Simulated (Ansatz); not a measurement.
# triplet Si2H4F2 at 6 levels

Aim: a comparison of 6 runs (UHF/STO-3G, UB3LYP/6-31G*, U-r2SCAN/cc-pVDZ, UBHLYP/cc-pVDZ, UCAM-B3LYP/cc-pVDZ, USVWN5/cc-pVDZ) of triplet Si2H4F2. 

The calculation is run with Ansatz 0.2.0.

50 further runs of the same task are left out: 50 set aside as unsound or not needed.

## 1. The structure to begin with

The species is Si2H4F2 (8 atoms), meant as a triplet with charge 0. SMILES of the parent species: `F[SiH](F)[SiH3]`. The coordinates come from a PBE0-D4/def2-TZVP relaxation. That shape belongs to the parent species and isn't relaxed for this state.

Bond lengths: F1–Si2 1.593 Å, Si2–F3 1.593 Å, Si2–Si4 2.342 Å, Si2–H5 1.482 Å, Si4–H6 1.486 Å, Si4–H7 1.486 Å, Si4–H8 1.485 Å. Some angles: F1–Si2–F3 107.0°, F1–Si2–Si4 109.5°, F3–Si2–Si4 109.5°, F1–Si2–H5 107.3°, F3–Si2–H5 107.3°, Si4–Si2–H5 115.9°, Si2–Si4–H6 109.0°, Si2–Si4–H7 109.1°, Si2–Si4–H8 110.0°, H6–Si4–H7 109.2°.

## 2. The energy at UHF/STO-3G (run 1)

The input, input.yaml:

```yaml
crystal:
  periodic: [false, false, false]
  atoms:
    - {symbol: F, position_ang: [0.971900, -1.046400, 1.729500]}
    - {symbol: Si, position_ang: [1.061800, -0.320500, 0.314000]}
    - {symbol: F, position_ang: [1.618700, -1.392500, -0.725000]}
    - {symbol: Si, position_ang: [-1.075200, 0.372800, -0.346900]}
    - {symbol: H, position_ang: [2.081000, 0.748800, 0.431800]}
    - {symbol: H, position_ang: [-1.595200, 1.352300, 0.642900]}
    - {symbol: H, position_ang: [-0.983200, 1.025300, -1.679300]}
    - {symbol: H, position_ang: [-1.987700, -0.796800, -0.422700]}
basis:
  gaussian:
    orbitals: STO-3G
magnetization:
  spin_polarized: true
  initial_magnetization: 2
hamiltonian:
  xc: hf
accuracy: high
output:
  orbitals: {seedname: orbitals}
```

Launch:

```bash
ansatz run input.yaml --threads 1 --pin off --max-ram 3480MiB --events-out events.jsonl --progress --plain --runs-dir runs
```

Log:

```text
Warning: RAYON_NUM_THREADS=1 ignored (pool sized by the plan → 1); use --threads N
Functional definition: HF
  name "HF"
  exchange = exact_x
  correlation = 0
640 factors; integrals over basis functions are off by at most 2.2e-8 eV
mean field evaluation 1: about -20929.8116 eV, gradient 1.7e1 eV
mean field evaluation 2: about -20929.9450 eV, gradient 1.7e1 eV
mean field evaluation 4: about -20933.8403 eV, gradient 2.8e0 eV
mean field evaluation 8: about -20934.2218 eV, gradient 7.9e-2 eV
mean field evaluation 16: about -20934.2172 eV, gradient 1.2e-8 eV
mean field -20934.21721139 eV, -769.3182927967 hartree, gradient 1.2e-8 eV, S^2 2.010196; 0 other end points of the search recorded, 0 dependent functions left out
reference -20934.21721139 eV, -769.3182927967 hartree; 26, 24 occupied and 6, 8 virtual orbitals, 640 factors
Total energy: -20934.21721139 eV, -769.3182927967 hartree
```

Wall time 0.38 s (1 thread of Intel Xeon 6975P-C (Granite Rapids), shared host).

## 3. A single-point energy at UB3LYP/6-31G(d) (spherical functions) (run 2)

The input, job.yaml:

```yaml
basis:
  gaussian: {orbitals: 6-31G_st_-spherical.json}
crystal:
  periodic: [false, false, false]
  atoms:
    - {symbol: F, position_ang: [0.971900, -1.046400, 1.729500]}
    - {symbol: Si, position_ang: [1.061800, -0.320500, 0.314000]}
    - {symbol: F, position_ang: [1.618700, -1.392500, -0.725000]}
    - {symbol: Si, position_ang: [-1.075200, 0.372800, -0.346900]}
    - {symbol: H, position_ang: [2.081000, 0.748800, 0.431800]}
    - {symbol: H, position_ang: [-1.595200, 1.352300, 0.642900]}
    - {symbol: H, position_ang: [-0.983200, 1.025300, -1.679300]}
    - {symbol: H, position_ang: [-1.987700, -0.796800, -0.422700]}
magnetization: {spin_polarized: true, initial_magnetization: 2}
hamiltonian: {xc: {name: B3LYP}}
output: {orbitals: {seedname: orbitals}}
accuracy: high
```

The basis set 6-31G* is read from a file made from the Basis Set Exchange's data (not shown).

Launch:

```bash
ansatz run job.yaml --threads 1 --pin off --max-ram 3480MiB --events-out events.jsonl --progress --plain --runs-dir runs
```

Log:

```text
Warning: RAYON_NUM_THREADS=1 ignored (pool sized by the plan → 1); use --threads N
Functional definition: B3LYP
  name "B3LYP"
  parameter a0 = 0.2
  parameter ax = 0.72
  parameter ac = 0.81
  exchange = (1 - a0 - ax)*slater_x + ax*b88_x + a0*exact_x
  correlation = (1 - ac)*vwn_rpa_c + ac*lyp_c
1578 factors; integrals over basis functions are off by at most 5.2e-9 eV
mean field evaluation 1: about -21247.9671 eV, gradient 2.8e1 eV
mean field evaluation 2: about -21242.6321 eV, gradient 5.0e1 eV
mean field evaluation 4: about -21250.3976 eV, gradient 1.0e0 eV
mean field evaluation 8: about -21250.6184 eV, gradient 6.4e-2 eV
mean field evaluation 16: about -21250.6185 eV, gradient 1.2e-4 eV
mean field evaluation 32: about -21250.6185 eV, gradient 1.9e-6 eV
mean field -21250.61847835 eV, -780.9458248928 hartree, gradient 9.5e-8 eV, S^2 2.002630; 5 other end points of the search recorded, 0 dependent functions left out
reference -21250.61852276 eV, -780.9458265249 hartree; 26, 24 occupied and 46, 48 virtual orbitals, 1578 factors
Total energy: -21250.61852276 eV, -780.9458265249 hartree
```

It took 17 s on 1 thread of Intel Xeon 6975P-C (Granite Rapids), shared host; peak memory 0.35 GiB.

Runs 3 to 4 aren't shown in full; the table further down has their settings and results.

## 4. A single-point energy at UCAM-B3LYP/cc-pVDZ (run 5)

The input, job.yaml:

```yaml
crystal:
  periodic: [false, false, false]
  atoms:
    - symbol: F
      position_ang: [0.971900, -1.046400, 1.729500]
    - symbol: Si
      position_ang: [1.061800, -0.320500, 0.314000]
    - symbol: F
      position_ang: [1.618700, -1.392500, -0.725000]
    - symbol: Si
      position_ang: [-1.075200, 0.372800, -0.346900]
    - symbol: H
      position_ang: [2.081000, 0.748800, 0.431800]
    - symbol: H
      position_ang: [-1.595200, 1.352300, 0.642900]
    - symbol: H
      position_ang: [-0.983200, 1.025300, -1.679300]
    - symbol: H
      position_ang: [-1.987700, -0.796800, -0.422700]
basis:
  gaussian: {orbitals: cc-pVDZ}
magnetization: {spin_polarized: true, initial_magnetization: 2}
hamiltonian: {xc: {name: CAM-B3LYP}}
accuracy: high
output: {orbitals: {seedname: orbitals}}
```

Launch:

```bash
ansatz run job.yaml --threads 1 --pin off --max-ram 3480MiB --events-out events.jsonl --progress --plain --runs-dir runs
```

Log (excerpt; [...] marks lines left out):

```text
Warning: RAYON_NUM_THREADS=1 ignored (pool sized by the plan → 1); use --threads N
Functional definition: CAM-B3LYP
  name "CAM-B3LYP"
[...]
1906 factors; integrals over basis functions are off by at most 3.9e-9 eV
412 factors; integrals over basis functions are off by at most 2.2e-9 eV
[...]
mean field -21249.29384820 eV, -780.8971456326 hartree, gradient 7.7e-8 eV, S^2 2.004260; 4 other end points of the search recorded, 0 dependent functions left out
reference -21249.29386872 eV, -780.8971463866 hartree; 26, 24 occupied and 58, 60 virtual orbitals, 1906 factors
Total energy: -21249.29386872 eV, -780.8971463866 hartree
```

Run time: 28 s. Hardware: 1 thread of Intel Xeon 6975P-C (Granite Rapids), shared host; peak memory 0.52 GiB.

## 5. A single-point energy at USVWN5/cc-pVDZ (run 6)

The input, job.yaml:

```yaml
crystal:
  periodic: [false, false, false]
  atoms:
    - {symbol: F, position_ang: [0.971900, -1.046400, 1.729500]}
    - {symbol: Si, position_ang: [1.061800, -0.320500, 0.314000]}
    - {symbol: F, position_ang: [1.618700, -1.392500, -0.725000]}
    - {symbol: Si, position_ang: [-1.075200, 0.372800, -0.346900]}
    - {symbol: H, position_ang: [2.081000, 0.748800, 0.431800]}
    - {symbol: H, position_ang: [-1.595200, 1.352300, 0.642900]}
    - {symbol: H, position_ang: [-0.983200, 1.025300, -1.679300]}
    - {symbol: H, position_ang: [-1.987700, -0.796800, -0.422700]}
basis:
  gaussian:
    orbitals: cc-pVDZ
magnetization:
  spin_polarized: true
  initial_magnetization: 2
hamiltonian:
  xc: {name: SVWN5}
accuracy: high
output:
  orbitals: {seedname: orbitals}
```

Launch:

```bash
ansatz run job.yaml --threads 1 --pin off --max-ram 3480MiB --events-out events.jsonl --progress --plain --runs-dir runs
```

Log:

```text
Warning: RAYON_NUM_THREADS=1 ignored (pool sized by the plan → 1); use --threads N
Functional definition: SVWN5
  name "SVWN5"
  exchange = slater_x
  correlation = vwn5_c
1906 factors; integrals over basis functions are off by at most 3.9e-9 eV
mean field evaluation 1: about -21149.9468 eV, gradient 2.6e1 eV
mean field evaluation 2: about -21139.7965 eV, gradient 6.2e1 eV
mean field evaluation 4: about -21152.0415 eV, gradient 5.6e0 eV
mean field evaluation 8: about -21152.3140 eV, gradient 6.0e-1 eV
mean field evaluation 16: about -21152.3177 eV, gradient 2.4e-3 eV
mean field evaluation 32: about -21152.3177 eV, gradient 1.8e-7 eV
mean field evaluation 64: about -21150.0840 eV, gradient 3.3e0 eV
mean field evaluation 96: about -21152.2915 eV, gradient 2.4e-2 eV
mean field -21152.31772419 eV, -777.3333388082 hartree, gradient 2.9e-8 eV, S^2 2.001444; 6 other end points of the search recorded, 0 dependent functions left out
reference -21152.31772773 eV, -777.3333389383 hartree; 26, 24 occupied and 58, 60 virtual orbitals, 1906 factors
Total energy: -21152.31772773 eV, -777.3333389383 hartree
```

Wall time 9.3 s (1 thread of Intel Xeon 6975P-C (Granite Rapids), shared host); peak memory 0.27 GiB.

## 6. All runs side by side

```tsv
run	level	energy (Eh)	HOMO energy (eV)	⟨S²⟩	wall time
1	UHF/STO-3G	-769.318293	0.22	2.010	0.38 s
2	UB3LYP/6-31G* (spherical functions)	-780.945827	-2.15	2.003	17 s
3	U-r2SCAN/cc-pVDZ	-780.815028	-1.96	2.005	74 s
4	UBHLYP/cc-pVDZ	-780.861550	-3.23	2.007	57 s
5	UCAM-B3LYP/cc-pVDZ	-780.897146	-3.53	2.004	28 s
6	USVWN5/cc-pVDZ	-777.333339	-1.66	2.001	9.3 s
```

## 7. What came out

| quantity | value |
| --- | --- |
| run 6: total energy | -777.33334 Eh |
| run 6: HOMO energy (highest over α and β) | -1.66 eV |
| run 6: ⟨S²⟩ | 2.001 |

In words: Totals of different functionals can't be ranked against each other. In run 1 the basis is minimal, so the values are rough. All runs together took 3.1 min, the longest 74 s.
